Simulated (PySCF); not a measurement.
# C6H8N2: the cost of one run

Programs: PySCF 2.14.0, with routines of our own; each step states its level. All values are computed. Atoms count from 0.

### 1 The starting structure

16 atoms, charge 0, multiplicity 1; geometry from: GFN2-xTB.

### 2 Magnetic properties: GIAO KT3/pcSseg-1

What the job is given:

```
{"job": {"kind": "mag", "xc": "KT3", "basis": "pcSseg-1", "isotopologues": 2}, "charge": 0, "multiplicity": 1}
C      2.360038     0.911654     0.236059
N      1.304314     0.466768     0.745606
C      0.408264    -0.325058    -0.025900
C     -0.447996    -1.250176     0.849578
C     -1.853993    -0.950445     0.444677
C     -1.937176     0.061454    -0.417275
C     -0.621036     0.589331    -0.727363
N     -0.406642     1.602640    -1.437084
H      2.982654     1.558455     0.835709
H      2.713167     0.678945    -0.776253
H      0.920442    -0.886057    -0.827823
H     -0.292125    -0.997739     1.901029
H     -0.199115    -2.304459     0.716679
H     -2.682784    -1.509113     0.845795
H     -2.826340     0.489836    -0.840975
H      0.570729     1.872911    -1.533868
```

With the program's defaults for keys left out, this is: GIAO KT3/pcSseg-1 magnetisability, rotational g tensor and spin-rotation constants, non-relativistic, gas phase.

The run is started by

```bash
OMP_NUM_THREADS=1 python excited_run.py task.json out
```

This one command runs all jobs of the session in turn.

**Question.** How long does this first job take on 1 thread of Arm Neoverse N1, shared host, and how much memory does it need?

About 63 s, with a peak of 0.67 GiB.
